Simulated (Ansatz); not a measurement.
# SiNi: a single-point run

Aim: the field gradients at the nuclei of SiNi, from a sound single-point run.

Method: DFT, PBE, plane-wave PAW, default files, scalar-relativistic, in Ansatz 0.2.0.

1 further run of the same task is left out (it didn't finish).

## (1) The starting structure

The structure is orthorhombic, space group Pnma (No. 62). Conventional cell: a = 5.173 Å, b = 3.338 Å, c = 5.605 Å, α = 90.00°, β = 90.00°, γ = 90.00°. Around Si (site symmetry m) lie 6 Ni at 2.28 to 2.40 Å. Ni (site symmetry m) is surrounded by 6 Si at 2.28 to 2.40 Å.

Structure file:

```cif
data_structure
_symmetry_space_group_name_H-M 'Pnma'
_symmetry_Int_Tables_number 62
_cell_length_a 5.1731
_cell_length_b 3.3381
_cell_length_c 5.6049
_cell_angle_alpha 90.000
_cell_angle_beta 90.000
_cell_angle_gamma 90.000
_cell_volume 96.79
loop_
_atom_site_label
_atom_site_type_symbol
_atom_site_symmetry_multiplicity
_atom_site_Wyckoff_symbol
_atom_site_fract_x
_atom_site_fract_y
_atom_site_fract_z
_atom_site_occupancy
Si1 Si 4 c 0.32128 0.75000 0.08250 1
Ni1 Ni 4 c 0.00779 0.25000 0.18752 1
```

## (2) Input and run

Contents of input.yaml:

```yaml
crystal:
  lattice:
    - [5.1731, 0.0, 0.0]
    - [0.0, 3.3381, 0.0]
    - [0.0, 0.0, 5.6049]
  atoms:
    - { symbol: Si, position: [0.32128, 0.75, 0.0825] }
    - { symbol: Si, position: [0.17872, 0.25, 0.5825] }
    - { symbol: Si, position: [0.82128, 0.75, 0.4175] }
    - { symbol: Si, position: [0.67872, 0.25, 0.9175] }
    - { symbol: Ni, position: [0.00779, 0.25, 0.18752], spin: 1.5 }
    - { symbol: Ni, position: [0.49221, 0.75, 0.68752], spin: 1.5 }
    - { symbol: Ni, position: [0.50779, 0.25, 0.31248], spin: 1.5 }
    - { symbol: Ni, position: [0.99221, 0.75, 0.81248], spin: 1.5 }
magnetization:
  spin_polarized: true
kpoints:
  mp_grid: { grid: [9, 14, 9] }
scf:
  occupations: { method: fermi_dirac, width: 0.05 }
  max_iter: 60
hamiltonian:
  xc: pbe
  pseudopotentials: { kind: paw }
output:
  forces: true
  stress: true
  populations: true
  efg: { quadrupole_moments_barn: { Ni: 0.162 }, contact_densities: true }
basis:
  ecutwfc: "120 eV"
```

Started as:

```sh
$ ansatz run input.yaml --threads 1 --pin off --max-ram 3072MiB --backend cpu --events-out ev --progress --plain --runs-dir out
```

The log of the run:

```text
Warning: basis.ecutwfc = 120 eV is below the records' recommended 420 eV, and the density's cutoff is lower with it unless basis.ecutrho_ratio is high enough to keep the records' density cutoff: compare with a run at a higher cutoff
Warning: RAYON_NUM_THREADS=1 ignored (pool sized by the plan → 1); use --threads N
Engine: ansatz 0.2.0, x86_64-unknown-linux-gnu
Pseudopotentials: kind: paw
Pseudopotential: Si, paw, valence charge 4, recommended cutoff 420 eV (normal), Si.paw.azcp
Pseudopotential: Ni, paw, valence charge 18, recommended cutoff 420 eV (normal), Ni.paw.azcp
Functional definition: PBE
  parameter kappa = 0.804
  parameter beta = 0.06672455060314922
  exchange = pbe_x(kappa = kappa, mu = beta*pi^2/3)
  correlation = pbe_c(beta = beta)
Crystal: 8 atoms, lattice volume = 96.787 Å³
Basis set: ecut = 120 eV, 283 PW (Γ), exchange–correlation on 40×24×48 points (8 copies of the dense FFT grid, shifted against one another)
Bands: 57, of which v1, the nominal top of the filled ones, is band 44 counted from 1 (43 counted from 0)
Symmetry: 8 space group operations
Space group: Pnma (ITA 62), of the structure as read, at distance tolerance 4.6e-5 Å
Magnetic group: BNS 62.441 (UNI 539), of the structure as read, at distance tolerance 4.6e-5 Å
k-points: 200 of 1134
Non-local potential: Si, projectors of the file, l = 0: 2, l = 1: 2, l = 2: 2
Non-local potential: Ni, projectors of the file, l = 0: 3, l = 1: 2, l = 2: 3, l = 3: 1
PAW form: soft (Blöchl's): semilocal exchange-correlation on the pseudo side does not see the compensation charge
PAW one-centre angular grid: Si, 110 points (default); XC on 64 Gauss nodes
PAW one-centre angular grid: Ni, 590 points (default); XC on 64 Gauss nodes
Initial density: superposition of atomic densities (chi_scale 0.1, normalization cell)
Starting moments: Σ|m| = 6 μB on 4 of 8 sites
Initial wavefunctions: pseudopotential atomic-orbital guess
Functional: x = pbe(κ = 0.804, μ = 0.2195149727645171), c = pbe(β = 0.06672455060314922)
SCF iter   1: F=—  HF=-25549.235004 eV  |F-HF|=—  |Δ(HF+E_count)|=         —  Δρ=9.34e-1 (↑9.34e-1 ↓6.63e-1)  dr2=1.50e3  dr2_m=1.74e1  M=0.116 μB ∫|m|=0.570 μB  β_m=0.30  ethr=3.10e-3  ⟨swp⟩=8.4  Hψ=95051  notcnv=0  defer=26
Mixer restart at iter 1: flushing history
preconditioner: auto → Kerker (q_TF=auto, 2.685 Å⁻¹)  [metal: Δε(μ)=0.004 eV  Ē_g=10.624 eV  σ=0.050 eV  W_gap=0.02  n_scr=38 (ndim 8)  ℏωp=28.2 eV  f_vac=0.025  D(μ)=2.71/eV (n_scr^D=20)]
spin=Collinear: Kerker preconditioning applied to the charge; magnetization (m = ρ↑ − ρ↓) channel mixes plain (no charge-response kernel on spin).
SCF iter   2: F=—  HF=-24967.134647 eV  |F-HF|=—  |Δ(HF+E_count)|=    5.82e2  Δρ=5.40e-1 (↑5.40e-1 ↓3.50e-1)  dr2=4.71e2  dr2_m=8.60e0  M=0.254 μB ∫|m|=0.298 μB  β_m=0.48  ethr=3.10e-3  ⟨swp⟩=5.1  Hψ=71382  notcnv=0  defer=1403
SCF iter   3: F=—  HF=-24733.670382 eV  |F-HF|=—  |Δ(HF+E_count)|=    2.33e2  Δρ=5.29e-2 (↑3.76e-2 ↓5.29e-2)  dr2=2.44e0  dr2_m=7.31e-1  M=0.077 μB ∫|m|=0.080 μB  β_m=0.74  ethr=3.10e-3  ⟨swp⟩=6.6  Hψ=103497  notcnv=0  defer=1190
SCF iter   4: F=—  HF=-24798.425728 eV  |F-HF|=—  |Δ(HF+E_count)|=    6.48e1  Δρ=5.88e-2 (↑5.37e-2 ↓5.88e-2)  dr2=1.26e1  dr2_m=6.37e-3  M=-0.029 μB ∫|m|=0.035 μB  β_m=0.83  ethr=2.77e-3  ⟨swp⟩=2.7  Hψ=49647  notcnv=0  defer=1500
SCF iter   5: F=—  HF=-24808.323254 eV  |F-HF|=—  |Δ(HF+E_count)|=    9.90e0  Δρ=3.45e-2 (↑3.30e-2 ↓3.45e-2)  dr2=5.31e0  dr2_m=5.94e-4  M=-0.024 μB ∫|m|=0.026 μB  β_m=0.92  ethr=2.77e-3  ⟨swp⟩=2.5  Hψ=39002  notcnv=0  defer=1489
SCF iter   6: F=—  HF=-24808.653049 eV  |F-HF|=—  |Δ(HF+E_count)|=   3.30e-1  Δρ=1.39e-2 (↑1.39e-2 ↓1.31e-2)  dr2=4.32e-1  dr2_m=2.23e-4  M=0.012 μB ∫|m|=0.013 μB  β_m=0.96  ethr=2.77e-3  ⟨swp⟩=3.4  Hψ=43887  notcnv=0  defer=1443
SCF iter   7: F=—  HF=-24808.955600 eV  |F-HF|=—  |Δ(HF+E_count)|=   3.03e-1  Δρ=2.47e-3 (↑2.47e-3 ↓2.30e-3)  dr2=1.54e-2  dr2_m=1.80e-5  M=0.005 μB ∫|m|=0.006 μB  β_m=0.98  ethr=4.91e-4  ⟨swp⟩=2.9  Hψ=41893  notcnv=0  defer=1375
SCF iter   8: F=—  HF=-24808.985397 eV  |F-HF|=—  |Δ(HF+E_count)|=   2.98e-2  Δρ=4.63e-4 (↑4.63e-4 ↓4.40e-4)  dr2=6.92e-4  dr2_m=8.25e-7  M=0.001 μB ∫|m|=0.002 μB  β_m=0.99  ethr=1.75e-5  ⟨swp⟩=2.1  Hψ=35505  notcnv=0  defer=1372
SCF iter   9: F=—  HF=-24808.987293 eV  |F-HF|=—  |Δ(HF+E_count)|=   1.90e-3  Δρ=7.73e-5 (↑7.73e-5 ↓6.78e-5)  dr2=1.88e-5  dr2_m=3.73e-8  M=-0.000 μB ∫|m|=0.001 μB  β_m=0.99  ethr=7.86e-7  ⟨swp⟩=2.0  Hψ=34158  notcnv=0  defer=1371
SCF iter  10: F=—  HF=-24808.983535 eV  |F-HF|=—  |Δ(HF+E_count)|=   3.76e-3  Δρ=8.24e-5 (↑7.29e-5 ↓8.24e-5)  dr2=1.35e-5  dr2_m=4.12e-8  M=0.000 μB ∫|m|=0.000 μB  β_m=1.00  ethr=2.13e-8  ⟨swp⟩=2.7  Hψ=41838  notcnv=0  defer=1371
SCF iter  11: F=—  HF=-24808.983535 eV  |F-HF|=—  |Δ(HF+E_count)|=   3.24e-7  Δρ=6.29e-5 (↑5.51e-5 ↓6.29e-5)  dr2=7.77e-6  dr2_m=2.43e-8  M=0.000 μB ∫|m|=0.000 μB  β_m=1.00  ethr=1.53e-8  ⟨swp⟩=1.0  Hψ=22801  notcnv=0  defer=1371
SCF iter  12: F=—  HF=-24808.983538 eV  |F-HF|=—  |Δ(HF+E_count)|=   2.43e-6  Δρ=1.50e-5 (↑1.32e-5 ↓1.50e-5)  dr2=4.40e-7  dr2_m=1.57e-9  M=0.000 μB ∫|m|=0.000 μB  β_m=1.00  ethr=8.83e-9  ⟨swp⟩=1.2  Hψ=24825  notcnv=0  defer=1371
SCF iter  13: F=—  HF=-24808.983538 eV  |F-HF|=—  |Δ(HF+E_count)|=   2.23e-7  Δρ=2.22e-6 (↑1.92e-6 ↓2.22e-6)  dr2=9.99e-9  dr2_m=3.87e-11  M=0.000 μB ∫|m|=0.000 μB  β_m=1.00  ethr=5.00e-10  ⟨swp⟩=2.4  Hψ=32777  notcnv=0  defer=1371
SCF iter  14: F=-24808.983538 eV  HF=-24808.983538 eV  |F-HF|=7.28e-12  |Δ(HF+E_count)|=   9.24e-9  Δρ=2.61e-7 (↑2.36e-7 ↓2.61e-7)  dr2=1.32e-10  dr2_m=5.17e-13  M=0.000 μB ∫|m|=0.000 μB  ethr=1.13e-11  ⟨swp⟩=8.8  Hψ=84534  notcnv=0
SCF 1 converged in 14 iterations: F = -24808.983538 eV  dr2 = 1.32e-10
WARN: the starting moments were not kept: the SCF closed with an absolute magnetisation of 5.3e-7 μB, where they sum to 6 μB in size (4 sites). That is at most 0.1 of that sum. Measured as dr2_m measures the in/out step, that magnetisation stands 1.4e-14 eV from none, at or under the dr2_threshold of 1.0e-7 eV: it is no larger than a step whose dr2_m would equal this threshold. The system may hold no moment; this SCF shows only that its start led to no more than that. To try another start: raise the starting moments (crystal.atoms[].spin, magnetization.per_species, magnetization.initial_magnetization, or on a non-collinear deck that types none of these the spinor_matrix: blocks that start its atoms; where the total moment is fixed, keep their sum and leave initial_magnetization as it is; typed ones take the place of any that the run laid by itself, positive ones on a crystal's lanthanoids without a Hubbard term where scf.initial_density.shell_occupations: [] is typed) or, if the notice of its spin-set hold's release reads "site moments contracting" or "site moments show no strong build", lengthen the hold (scf.mixing.spin_hold: { on: { confirm: 4 } }; for m-r²SCAN on two components see the key's manual first). Each may lead to a state that holds a moment. A second SCF, from the converged charge density, with the starting moments and any scf.initial_density.shell_occupations laid on it anew, would have followed, and was not run: the deck does not ask for one (magnetization.retry_lost_moments is false, the default). To let it run, set magnetization.retry_lost_moments: true and run the deck again, where that key's refused combinations let it; where memory then withholds it, that run's warning says so.
SCF converged after 14 iterations
Magnetization: 0.0000 μB (44.0000 up, 44.0000 down)
Absolute magnetization: 0.0000 μB (∫|ρ↑−ρ↓|, with the PAW one-centre terms)
Spin contamination: 0.0000 ħ² per cell (⟨S²⟩ above its minimum at these occupations)
Per-site moments (μB) at R_I (Å): [(-7.556859640128128e-10, 0.9395906128967046), (-7.556863276162565e-10, 0.9395906128967049), (-7.556857573408711e-10, 0.9395906128967049), (-7.5568621523712e-10, 0.9395906128967049), (3.1851090461031246e-8, 0.9395906128967049), (3.18510906551669e-8, 0.9395906128967049), (3.1851090247505906e-8, 0.9395906128967049), (3.1851090720165895e-8, 0.9395906128967046)]
Free energy (F): -24808.983538 eV
Harris-Foulkes:  -24808.983538 eV  (|F-HF|=7.28e-12)
Internal energy: -24808.947742 eV  (E = F + TS)
E sigma→0 (E₀):  -24808.965640 eV
Entropy (-TS):   -0.035796 eV (-4.474 meV/atom)
Fermi energy:    15.509489 eV
--- Per-component energies (eV) ---
  E_band       = -2452.670568
  E_kinetic    = 2364.211568
  E_local      = -15368.378947  (includes V_loc(G=0)·N_el)
  E_nonlocal   = 2172.177790
  E_hartree    = 5802.239507
  E_xc         = -726.874273
  E_vxc        = -841.519993  (∫ρ·V_xc dr)
  E_paw        = -8502.332840  (= ΣΔE_a)
  E_vpaw       = -2376.765455  (= ΣTr[D̂ρ^β])
  E_aug_tail   = -6.875008  (compensation charges beyond the density's cutoff)
  E_ewald      = -10543.115540
  E_smearing   = -0.035796  (= −TS)
  E_closure    = 0.000000  (closes the sum)
  Σ components = -24808.983538   (vs F -24808.983538, Δ=0.00e0)
--- Forces (eV/Å), atoms counted from 1 ---
  atom   1  Si     0.64081677    -0.00000000     0.21843667
  atom   2  Si    -0.64081677     0.00000000     0.21843667
  atom   3  Si     0.64081677    -0.00000000    -0.21843667
  atom   4  Si    -0.64081677     0.00000000    -0.21843667
  atom   5  Ni     0.44644661     0.00000000     2.47393004
  atom   6  Ni    -0.44644661    -0.00000000     2.47393004
  atom   7  Ni     0.44644661     0.00000000    -2.47393004
  atom   8  Ni    -0.44644661     0.00000000    -2.47393004
  max |Σ_I F_I| component: 4.44e-16 eV/Å
--- Stress (GPa, compression-positive) ---
      -57.770343      -0.000000       0.000000
       -0.000000     -61.960400       0.000000
        0.000000       0.000000      -1.010325
  P = ⅓ Tr σ = -40.2470 GPa (-402.470 kbar)
--- PAW observables at the nuclei: V_zz in 10²¹ V/m², potentials from the cell's mean, atoms counted from 1 ---
  atom   1  Si V_zz =    -1.980072   η = 0.2503   by run symmetry: allowed
            electrostatic potential = -1368.431581 V   contact ρ = 12816.710760 e/Å³   contact ρ_s (e/Å³): all electrons +0.000000, valence +0.000000
  atom   2  Si V_zz =    -1.980072   η = 0.2503   by run symmetry: allowed
            electrostatic potential = -1368.431581 V   contact ρ = 12816.710760 e/Å³   contact ρ_s (e/Å³): all electrons +0.000000, valence +0.000000
  atom   3  Si V_zz =    -1.980072   η = 0.2503   by run symmetry: allowed
            electrostatic potential = -1368.431581 V   contact ρ = 12816.710760 e/Å³   contact ρ_s (e/Å³): all electrons +0.000000, valence +0.000000
  atom   4  Si V_zz =    -1.980072   η = 0.2503   by run symmetry: allowed
            electrostatic potential = -1368.431581 V   contact ρ = 12816.710760 e/Å³   contact ρ_s (e/Å³): all electrons +0.000000, valence +0.000000
  atom   5  Ni V_zz =    +0.746549   η = 0.9070   by run symmetry: allowed   C_q = +2.9243 MHz
            electrostatic potential = -3464.058653 V   contact ρ = none   contact ρ_s (e/Å³): all electrons none: solve_failed, valence +0.000001
  atom   6  Ni V_zz =    +0.746549   η = 0.9070   by run symmetry: allowed   C_q = +2.9243 MHz
            electrostatic potential = -3464.058653 V   contact ρ = none   contact ρ_s (e/Å³): all electrons none: solve_failed, valence +0.000001
  atom   7  Ni V_zz =    +0.746549   η = 0.9070   by run symmetry: allowed   C_q = +2.9243 MHz
            electrostatic potential = -3464.058653 V   contact ρ = none   contact ρ_s (e/Å³): all electrons none: solve_failed, valence +0.000001
  atom   8  Ni V_zz =    +0.746549   η = 0.9070   by run symmetry: allowed   C_q = +2.9243 MHz
            electrostatic potential = -3464.058653 V   contact ρ = none   contact ρ_s (e/Å³): all electrons none: solve_failed, valence +0.000001
--- Band table (eV; the first three rows and the last of 400) ---
  k-point 0 ↑: bands = ["-128.9579", "-128.4135", "-128.3069", "-126.9160", "-81.6857", "-80.3445", "-78.0776", "-77.5847", "-77.0348", "-76.9039", "-76.1133", "-74.9460", "-74.9068", "-74.5822", "-73.2961", "-71.7546", "-4.5073", "-2.3563", "0.7582", "0.8184", "1.6470", "2.2489", "4.3102", "4.6275", "5.5409", "6.5556", "6.7067", "6.8766", "7.1476", "8.3897", "8.4133", "8.6794", "9.7150", "12.1696", "12.3072", "12.8375", "12.9507", "13.4612", "13.4969", "15.4744", "16.0624", "16.7772", "16.8666", "17.0918", "18.1369", "18.4446", "19.8238", "20.3331", "20.6344", "20.7620", "20.8763", "21.5249", "22.9929", "23.1785", "23.4761", "23.5761", "23.8868"]
  k-point 1 ↑: bands = ["-128.9154", "-128.3613", "-127.5666", "-126.6360", "-80.3749", "-79.2478", "-78.0269", "-77.5362", "-76.7404", "-76.0825", "-75.1665", "-74.8932", "-74.8438", "-73.5118", "-72.7125", "-71.0432", "-2.3211", "0.3944", "0.7842", "1.2628", "2.3059", "4.7848", "5.5558", "6.2827", "6.5710", "6.8064", "7.1133", "7.4425", "7.9611", "8.4188", "8.4409", "9.4198", "11.0959", "11.9591", "12.4168", "12.6606", "13.3821", "14.0289", "14.2379", "15.5278", "16.1907", "16.7595", "17.1282", "18.0097", "18.4644", "19.2473", "20.0025", "20.1738", "20.4767", "20.6866", "21.0610", "22.1045", "23.0756", "23.2751", "23.6347", "23.6634", "23.8682"]
  k-point 2 ↑: bands = ["-129.3337", "-128.2788", "-127.8557", "-127.7240", "-80.8730", "-80.4971", "-79.7700", "-78.1893", "-76.1240", "-76.0436", "-75.9451", "-75.8190", "-75.0971", "-74.7732", "-74.4720", "-73.1646", "-4.3827", "0.0123", "0.4075", "0.6500", "1.4481", "2.3832", "2.4255", "3.9660", "5.4450", "5.6807", "5.8686", "6.0733", "6.2783", "7.6433", "8.1358", "9.1224", "9.6944", "10.1877", "11.2302", "11.8269", "12.8365", "14.3497", "14.5471", "15.2921", "15.4480", "15.9155", "16.0521", "17.0600", "17.7091", "17.7563", "18.4738", "19.8451", "19.9518", "20.0769", "20.6099", "20.6491", "22.7858", "22.8102", "23.3080", "23.4674", "23.8928"]
  k-point 199 ↓: bands = ["-128.7912", "-128.7912", "-127.9487", "-127.9487", "-79.7490", "-79.7490", "-78.7339", "-78.7339", "-77.7055", "-77.7055", "-76.4533", "-76.4533", "-75.4068", "-75.4068", "-74.0860", "-74.0860", "-0.7867", "-0.7867", "0.7350", "0.7350", "2.2583", "2.2583", "3.6530", "3.6530", "4.9287", "4.9287", "7.0288", "7.0288", "8.1004", "8.1004", "8.5581", "8.5581", "8.8232", "8.8232", "9.7224", "9.7224", "10.6134", "10.6134", "12.0160", "12.0160", "15.1757", "15.1757", "16.5477", "16.5477", "17.0945", "17.0945", "17.9449", "17.9449", "18.4204", "18.4204", "18.8483", "18.8483", "20.5827", "20.5827", "21.0351", "21.0351", "21.8544"]
--- Löwdin populations: 8 sites ---
  site symbol       q [e]    m [muB]
     0     Si      4.0865    -0.0000
     1     Si      4.0865    -0.0000
     2     Si      4.0865    -0.0000
     3     Si      4.0865    -0.0000
     4     Ni     16.4397     0.0000
     5     Ni     16.4397     0.0000
     6     Ni     16.4397     0.0000
     7     Ni     16.4397     0.0000
  spilling = 0.066990 (of n_electrons = 88.000000)
```

It took 78 s on 1 thread of Intel Xeon Platinum 8259CL at 2.50GHz (Skylake/Cascade Lake), shared host; peak memory 0.74 GiB.

## (3) Can this be trusted?

This run ends as converged, with warnings (cutoff below recommended, seeded moment not kept). It gives a pressure of -40 GPa and a largest force of 2.5 eV/Å, which is large.

Look at the input: basis.ecutwfc is 120 eV. The cutoff lies far under what these potentials need. The potentials' recommended cutoff is 420 eV.

Run again and compare: delete basis.ecutwfc (the default then holds).

## (4) A check with that setting changed

Besides the cure, the input differs in kpoints.mp_grid, scf.occupations, scf.max_iter.

input.yaml, as its differences from that of step 2:

```diff
@@ -17,6 +17,5 @@
 kpoints:
-  mp_grid: { grid: [9, 14, 9] }
+  mp_grid: { grid: [9, 13, 8] }
 scf:
-  occupations: { method: fermi_dirac, width: 0.05 }
-  max_iter: 60
+  occupations: { method: fermi_dirac, width: 0.02 }
 hamiltonian:
@@ -29,3 +28 @@
   efg: { quadrupole_moments_barn: { Ni: 0.162 }, contact_densities: true }
-basis:
-  ecutwfc: "120 eV"
```

Started as:

```sh
$ ansatz run input.yaml --threads 1 --pin off --max-ram 3072MiB --backend cpu --events-out ev --progress --plain --runs-dir out
```

Excerpt of the output:

```text
[...]
Basis set: ecut = 420 eV, 1905 PW (Γ), exchange–correlation on 72×48×80 points (8 copies of the dense FFT grid, shifted against one another)
[...]
Magnetic group: BNS 62.441 (UNI 539), of the structure as read, at distance tolerance 4.6e-5 Å
k-points: 175 of 936
[...]
SCF iter   1: F=—  HF=-25902.243166 eV  |F-HF|=—  |Δ(HF+E_count)|=         —  Δρ=1.56e-1 (↑1.56e-1 ↓9.96e-2)  dr2=2.95e0  dr2_m=1.40e1  M=0.402 μB ∫|m|=0.900 μB  β_m=0.30  ethr=3.10e-3  ⟨swp⟩=6.4  Hψ=76303  notcnv=0  defer=29
[...]
preconditioner: auto → Kerker (q_TF=auto, 2.685 Å⁻¹)  [metal: Δε(μ)=0.011 eV  Ē_g=7.939 eV  σ=0.020 eV  W_gap=0.14  n_scr=38 (ndim 8)  ℏωp=28.2 eV  f_vac=0.000  D(μ)=2.68/eV (n_scr^D=14)]
[...]
SCF iter   2: F=—  HF=-25901.117111 eV  |F-HF|=—  |Δ(HF+E_count)|=    1.13e0  Δρ=1.13e-1 (↑7.98e-2 ↓1.13e-1)  dr2=1.76e0  dr2_m=8.01e0  M=0.215 μB ∫|m|=0.612 μB  β_m=0.59  ethr=3.10e-3  ⟨swp⟩=2.4  Hψ=32712  notcnv=0  defer=2028
[...]
SCF iter  11: F=—  HF=-25906.147289 eV  |F-HF|=—  |Δ(HF+E_count)|=   5.85e-9  Δρ=1.12e-6 (↑1.11e-6 ↓1.12e-6)  dr2=3.62e-9  dr2_m=1.78e-12  M=-0.000 μB ∫|m|=0.000 μB  β_m=0.99  ethr=1.02e-10  ⟨swp⟩=2.1  Hψ=26598  notcnv=0  defer=2077
SCF iter  12: F=-25906.147289 eV  HF=-25906.147289 eV  |F-HF|=3.71e-10  |Δ(HF+E_count)|=  5.31e-10  Δρ=3.95e-7 (↑3.56e-7 ↓3.95e-7)  dr2=4.14e-10  dr2_m=3.75e-13  M=-0.000 μB ∫|m|=0.000 μB  ethr=4.12e-12  ⟨swp⟩=8.1  Hψ=78589  notcnv=0
[...]
SCF converged after 12 iterations
Magnetization: -0.0000 μB (44.0000 up, 44.0000 down)
[...]
Free energy (F): -25906.147289 eV
[...]
E sigma→0 (E₀):  -25906.146227 eV
[...]
Fermi energy:    14.727181 eV
[...]
  P = ⅓ Tr σ = 1.7598 GPa (17.598 kbar)
[...]
```

Wall time 2.9 min (1 thread of Intel Xeon Platinum 8259CL at 2.50GHz (Skylake/Cascade Lake), shared host); peak memory 1.4 GiB.

Site by site (atoms counted from 1):

```tsv
site	atoms	first shell	V_zz (10²¹ V/m²)	η	C_Q (MHz)
Si	1, 2, 3, 4	6 Ni at 2.28–2.40 Å, 2 Si at 2.66 Å	-2.03	0.84	–
Ni	5, 6, 7, 8	6 Si at 2.28–2.40 Å, 4 Ni at 2.68–2.69 Å	-0.71	0.47	-2.76 (⁶¹Ni)
```

V_zz is the principal component of the electric field gradient with the largest magnitude, η = (V_xx − V_yy)/V_zz and C_Q = eQV_zz/h. Quadrupole moments are those of Pyykkö's year-2017 table. A dash under C_Q marks elements without a common quadrupolar isotope.

```tsv
run	ending	energy change	pressure (GPa)	gap (eV)	force (eV/Å)	cycles	time
first try	converged	+137.15 eV/atom	-40.2	0.00	2.51	14	78 s
second try	converged	0	1.8	0.00	0.04	12	2.9 min
```

## (5) Results

```
                           quantity                      value
                          first try   converged, 14 SCF cycles
                 fault in the input         cutoff far too low
                         second try   converged, 12 SCF cycles
energy (zero set by the potentials)             -25906.1473 eV
                           pressure                   1.76 GPa
                    gap on the mesh  none (metal on this mesh)
                      largest force                 0.035 eV/Å
               largest V_zz in size     2.03 × 10²¹ V/m² at Si
```

What this shows: Both runs converge, but the first lies +137.15 eV/atom from the second; on mending, the pressure goes from -40.2 to 1.8 GPa, the largest force goes from 2.51 to 0.04 eV/Å. The second, on usual settings, is the one to trust of the two, though its own convergence isn't tested here. The largest force in the second run is 0.035 eV/Å, so the atoms are close to their relaxed places.
